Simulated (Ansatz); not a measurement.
# Ta in Ansatz: relaxation of the atoms with PBE

Aim: the relaxation of the atoms of Ta with PBE.

Program: Ansatz 0.2.0. These are calculated values, not measurements. Logs are shortened: lines on timing, memory, paths and dates and some standing lists are left out, and cuts for length are marked.

### Step 1. Starting point

The cell holds a sheet with vacuum, 2 atoms: a = 2.719 Å, b = 2.719 Å, c = 28.487 Å, α = 90.00°, β = 90.00°, γ = 90.00°.

The cell was built by a generator and needn't be a form met in nature.

### Step 2. Relaxation of the atoms, PBE

input.yaml reads:

```yaml
crystal:
  lattice:
    - [2.71898, 0.0, 0.0]
    - [0.0, 2.71898, 0.0]
    - [0.0, 0.0, 28.48664]
  atoms:
    - { symbol: Ta, position: [1.0, 0.5, 0.30264] }
    - { symbol: Ta, position: [0.5, 0.0, 0.22392] }
  periodic: [true, true, false]
kpoints:
  mp_grid: { grid: [10, 10, 1] }
scf:
  occupations: { method: fermi_dirac, width: 0.05 }
hamiltonian:
  xc: pbe
  pseudopotentials: { kind: all_electron, lapw: { basis_error: 0.002 } }
output:
  forces: true
  stress: true
relax:
  f_tol: 0.005
  max_steps: 60
```

Potentials or basis: all-electron LAPW, scalar-relativistic.

Launch:

```
ansatz run input.yaml --threads 4 --pin off --max-ram 12288MiB --backend cpu --events-out ev --progress --plain --runs-dir out
```

The program printed:

```text
Warning: RAYON_NUM_THREADS=4 ignored (pool sized by the plan → 4); use --threads N
The last accepted step is kept in <dir> (removed where the run ends without a failure and the disk answers)
LAPW: plane waves up to 8.870 Å⁻¹, error target 2.0e-3 eV per atom; small_component_spin mean_spin; Ta in spheres of 1.319 Å, 43 of its electrons in bands, Dirac shells [] (how accurate: hamiltonian.pseudopotentials.lapw.basis_error, Limitations)
Engine: ansatz 0.2.0, aarch64-unknown-linux-gnu
Pseudopotentials: kind: all_electron
Pseudopotential: Ta, LAPW, valence charge 43, lapw/all_electron/scalar/gaussian/Ta, Koelling and Harmon's equation, gaussian nucleus
Functional definition: PBE
  parameter kappa = 0.804
  parameter beta = 0.06672455060314922
  exchange = pbe_x(kappa = kappa, mu = beta*pi^2/3)
  correlation = pbe_c(beta = beta)
Crystal: 2 atoms, lattice volume = 210.598 Å³
Basis set: ecut = 299.76404472728893 eV, 2485 PW (Γ), exchange–correlation at level 2
Bands: 52, of which v1, the nominal top of the filled ones, is band 43 counted from 1 (42 counted from 0)
Symmetry: 16 space group operations
Space group: P4/nmm (ITA 129), of the structure as read, at distance tolerance 5.9e-5 Å
k-points: 21 of 100
Non-local potential: Ta, projectors of the file, none
Initial density: superposition of atomic densities (neutral atoms: chi_scale 0, normalization atom)
Initial wavefunctions: plane waves of lowest kinetic energy (no species holds an atomic orbital)
Functional: x = pbe(κ = 0.804, μ = 0.2195149727645171), c = pbe(β = 0.06672455060314922)
iter 1 solved again at ethr=7.71e-3 eV; its pass at ethr=1.00e-1 eV (dr2=6.63e0 eV) is discarded
SCF iter   1: F=—  HF=-849137.218218 eV  |F-HF|=—  |Δ(HF+E_count)|=         —  Δρ=2.31e-2  dr2=6.64e0  ethr=7.71e-3  ⟨swp⟩=2.1  Hψ=6851  notcnv=0
preconditioner: auto → LDOS  [metal: Δε(μ)=0.045 eV  Ē_g=23.668 eV  σ=0.050 eV  W_gap=0.21  n_scr=32 (ndim 8)  ℏωp=18.1 eV  f_vac=0.776  D(μ)=3.45/eV (n_scr^D=14)  β→1.0]
iter 2 solved again at ethr=7.02e-4 eV; its pass at ethr=7.71e-3 eV (dr2=6.04e-1 eV) is discarded
SCF iter   2: F=—  HF=-849135.760635 eV  |F-HF|=—  |Δ(HF+E_count)|=    1.46e0  Δρ=1.58e-2  dr2=6.04e-1  ethr=7.02e-4  ⟨swp⟩=2.0  Hψ=5690  notcnv=0
SCF iter   3: F=—  HF=-849135.864386 eV  |F-HF|=—  |Δ(HF+E_count)|=   1.04e-1  Δρ=4.14e-3  dr2=1.69e-1  ethr=7.02e-4  ⟨swp⟩=3.0  Hψ=3515  notcnv=0
SCF iter   4: F=—  HF=-849135.748089 eV  |F-HF|=—  |Δ(HF+E_count)|=         —  Δρ=1.97e-3  dr2=3.09e-2  ethr=1.96e-4  ⟨swp⟩=3.0  Hψ=3464  notcnv=0
the basis was enlarged: its passes take 362.6 KiB over the memory plan, 4 of 4 planned eigensolver slots
SCF iter   5: F=—  HF=-849135.739612 eV  |F-HF|=—  |Δ(HF+E_count)|=   8.48e-3  Δρ=7.85e-4  dr2=1.03e-3  ethr=3.59e-5  ⟨swp⟩=3.0  Hψ=3451  notcnv=0
SCF iter   6: F=—  HF=-849135.739588 eV  |F-HF|=—  |Δ(HF+E_count)|=   2.44e-5  Δρ=2.87e-4  dr2=1.12e-4  ethr=1.20e-6  ⟨swp⟩=3.0  Hψ=3347  notcnv=0
SCF iter   7: F=—  HF=-849135.739638 eV  |F-HF|=—  |Δ(HF+E_count)|=   5.04e-5  Δρ=5.84e-5  dr2=6.51e-6  ethr=1.30e-7  ⟨swp⟩=2.9  Hψ=3354  notcnv=0
SCF iter   8: F=-849135.739640 eV  HF=-849135.739640 eV  |F-HF|=5.09e-8  |Δ(HF+E_count)|=   1.61e-6  Δρ=9.63e-6  dr2=2.28e-7  ethr=7.57e-9  ⟨swp⟩=3.0  Hψ=3364  notcnv=0
SCF 1 converged in 8 iterations: F = -849135.739640 eV  dr2 = 2.28e-7
relax step   1: F+E_penalty+E_count = -849135.73963971 eV  Δ(F+E_penalty+E_count) = +0.000e0 eV  max|allowed force component| = 6.853e-2 eV/Å  Δτ_max = 0.0000 Å  (8 SCF iters, dr2 threshold 6.25e-7 eV, accepted)
Initial density: handed on by an earlier stage of this run
Initial wavefunctions: those handed on with the density
iter 1 solved again at ethr=3.94e-5 eV; its pass at ethr=1.00e-1 eV (dr2=3.38e-2 eV) is discarded
SCF iter   1: F=—  HF=-849135.736788 eV  |F-HF|=—  |Δ(HF+E_count)|=         —  Δρ=1.64e-3  dr2=3.35e-2  ethr=3.94e-5  ⟨swp⟩=2.0  Hψ=5346  notcnv=0
preconditioner: auto → LDOS  [metal: Δε(μ)=0.061 eV  Ē_g=23.594 eV  σ=0.050 eV  W_gap=0.29  n_scr=32 (ndim 8)  ℏωp=18.1 eV  f_vac=0.780  D(μ)=1.37/eV (n_scr^D=8)  β→1.0]
SCF iter   2: F=—  HF=-849135.735519 eV  |F-HF|=—  |Δ(HF+E_count)|=   1.27e-3  Δρ=1.67e-3  dr2=2.52e-2  ethr=3.89e-5  ⟨swp⟩=3.0  Hψ=3459  notcnv=0
iter 3 solved again at ethr=1.10e-7 eV; its pass at ethr=2.93e-5 eV (dr2=9.43e-5 eV) is discarded
SCF iter   3: F=—  HF=-849135.730123 eV  |F-HF|=—  |Δ(HF+E_count)|=   5.40e-3  Δρ=2.40e-4  dr2=9.51e-5  ethr=1.10e-7  ⟨swp⟩=3.0  Hψ=5575  notcnv=0
SCF iter   4: F=—  HF=-849135.730183 eV  |F-HF|=—  |Δ(HF+E_count)|=   5.98e-5  Δρ=8.93e-5  dr2=1.46e-5  ethr=1.10e-7  ⟨swp⟩=2.7  Hψ=3289  notcnv=0
SCF iter   5: F=—  HF=-849135.730188 eV  |F-HF|=—  |Δ(HF+E_count)|=   5.53e-6  Δρ=3.09e-5  dr2=2.88e-6  ethr=1.69e-8  ⟨swp⟩=2.8  Hψ=3290  notcnv=0
SCF iter   6: F=—  HF=-849135.730182 eV  |F-HF|=—  |Δ(HF+E_count)|=   5.89e-6  Δρ=1.18e-5  dr2=3.89e-7  ethr=3.35e-9  ⟨swp⟩=2.6  Hψ=3271  notcnv=0
SCF iter   7: F=-849135.730183 eV  HF=-849135.730183 eV  |F-HF|=3.28e-8  |Δ(HF+E_count)|=   3.83e-7  Δρ=2.17e-6  dr2=1.04e-8  ethr=4.52e-10  ⟨swp⟩=3.0  Hψ=3359  notcnv=0
SCF 2 converged in 7 iterations: F = -849135.730183 eV  dr2 = 1.04e-8
relax step   2: F+E_penalty+E_count = -849135.73018256 eV  Δ(F+E_penalty+E_count) = +9.457e-3 eV  max|allowed force component| = 4.411e-1 eV/Å  Δτ_max = 0.0260 Å  (7 SCF iters, dr2 threshold 2.94e-7 eV, rejected (line search))
SCF iter   1: F=—  HF=-849135.744887 eV  |F-HF|=—  |Δ(HF+E_count)|=         —  Δρ=1.42e-3  dr2=2.64e-2  ethr=2.81e-4  ⟨swp⟩=3.0  Hψ=3847  notcnv=0
preconditioner: auto → LDOS  [metal: Δε(μ)=0.096 eV  Ē_g=23.514 eV  σ=0.050 eV  W_gap=0.42  n_scr=32 (ndim 8)  ℏωp=18.1 eV  f_vac=0.778  D(μ)=1.62/eV (n_scr^D=10)  β→1.0]
SCF iter   2: F=—  HF=-849135.743029 eV  |F-HF|=—  |Δ(HF+E_count)|=   1.86e-3  Δρ=1.36e-3  dr2=1.45e-2  ethr=3.07e-5  ⟨swp⟩=3.0  Hψ=3450  notcnv=0
iter 3 solved again at ethr=7.07e-8 eV; its pass at ethr=1.69e-5 eV (dr2=6.08e-5 eV) is discarded
SCF iter   3: F=—  HF=-849135.739849 eV  |F-HF|=—  |Δ(HF+E_count)|=   3.18e-3  Δρ=1.79e-4  dr2=6.17e-5  ethr=7.07e-8  ⟨swp⟩=3.0  Hψ=5591  notcnv=0
SCF iter   4: F=—  HF=-849135.739887 eV  |F-HF|=—  |Δ(HF+E_count)|=   3.80e-5  Δρ=8.22e-5  dr2=1.16e-5  ethr=7.07e-8  ⟨swp⟩=2.2  Hψ=3263  notcnv=0
SCF iter   5: F=—  HF=-849135.739890 eV  |F-HF|=—  |Δ(HF+E_count)|=   3.21e-6  Δρ=3.15e-5  dr2=2.06e-6  ethr=1.35e-8  ⟨swp⟩=2.5  Hψ=3264  notcnv=0
SCF iter   6: F=—  HF=-849135.739887 eV  |F-HF|=—  |Δ(HF+E_count)|=   3.07e-6  Δρ=1.13e-5  dr2=2.69e-7  ethr=2.39e-9  ⟨swp⟩=2.5  Hψ=3260  notcnv=0
SCF iter   7: F=-849135.739887 eV  HF=-849135.739887 eV  |F-HF|=2.69e-8  |Δ(HF+E_count)|=   2.80e-7  Δρ=2.29e-6  dr2=1.35e-8  ethr=3.13e-10  ⟨swp⟩=3.0  Hψ=3358  notcnv=0
SCF 3 converged in 7 iterations: F = -849135.739887 eV  dr2 = 1.35e-8
relax step   3: F+E_penalty+E_count = -849135.73988710 eV  Δ(F+E_penalty+E_count) = -2.474e-4 eV  max|allowed force component| = 4.485e-3 eV/Å  Δτ_max = 0.0039 Å  (7 SCF iters, accepted)
SCF converged after 7 iterations
Free energy (F): -849135.739887 eV
Harris-Foulkes:  -849135.739887 eV  (|F-HF|=2.69e-8)
Internal energy: -849135.726579 eV  (E = F + TS)
E sigma→0 (E₀):  -849135.733233 eV
Entropy (-TS):   -0.013308 eV (-6.654 meV/atom)
Fermi energy:    -4.630230 eV
--- Per-component energies (eV) ---
  E_band       = -10719.334164
  E_kinetic    = 947867.626835
  E_xc         = -17245.403174
  E_electrostatic = -1779757.950240  (all electrons and nuclei)
  E_smearing   = -0.013308  (= −TS)
  E_closure    = 0.000000  (closes the sum)
  E_atoms      = -849118.739113  (free atoms, spherical and without spin; not in F)
  Σ components = -849135.739887   (vs F -849135.739887, Δ=0.00e0)
  Basis errors (estimates in eV, not in F): energy 8.0e-4 per atom: plane waves 7.4e-4 (4.4e-4 summed), levels above the bands 4.0e-48, relativity 8.0e-8, radial functions 5.9e-5, core shells 1.7e-7; eigenvalues (radial functions only) 8.0e-7; not estimated: angular momenta, meshes, grids; target (lapw.basis_error) 2.0e-3; muffin-tin radii Ta 1.319 Å
--- Forces (eV/Å), atoms counted from 1 ---
  atom   1  Ta     0.00000000     0.00000000     0.00448510
  atom   2  Ta     0.00000000     0.00000000    -0.00448510
  max |Σ_I F_I| component: 0.00e0 eV/Å
--- 2D stress c σ (N/m, compression-positive) ---
        0.443284       0.000000       0.000000
        0.000000       0.443284       0.000000
        0.000000       0.000000       0.000000
  P = ½ c Tr σ = 0.4433 N/m
--- Relaxed structure (3 steps of the walk, 2 accepted, 0 SCFs on fresh bases) ---
  F+E_penalty+E_count = -849135.73988710 eV   max|allowed force component| = 4.485e-3 eV/Å
  cell:  # Å, volume = 210.5975 Å³
    - [2.71898, 0.0, 0.0]
    - [0.0, 2.71898, 0.0]
    - [0.0, 0.0, 28.48664]
  atoms:
    - { symbol: Ta, position: [1.0, 0.5, 0.3025032760785966] }
    - { symbol: Ta, position: [0.5, 0.0, 0.22405672392140338] }
```

Run time: 22 s. Hardware: 4 threads of Arm Neoverse V2, shared host; peak memory 0.87 GiB.

Results:

| Quantity | Value |
| --- | --- |
| Free energy | -849135.7399 eV |
| Energy gained by relaxing | 0.1 meV/atom |
| Ionic steps | 2 |
| Largest force after relaxing | 0.004 eV/Å |
| Work function | 4.63 eV |

Forces on the atoms (eV/Å):
```
Ta   0.000  0.000  0.004
Ta   0.000  0.000 -0.004
```

The path:
| step | energy change (eV) | largest force (eV/Å) |
| --- | --- | --- |
| 1 | 0.0000 | 0.0685 |
| 2 | -0.0002 | 0.0045 |

Final structure:
```
CELL_PARAMETERS angstrom
2.71898 0.00000 0.00000
0.00000 2.71898 0.00000
0.00000 0.00000 28.48664
ATOMIC_POSITIONS crystal
Ta 0.00000 0.50000 0.30250
Ta 0.50000 0.00000 0.22406
```

The run has no spin-orbit coupling, so splittings on Ta are missing.
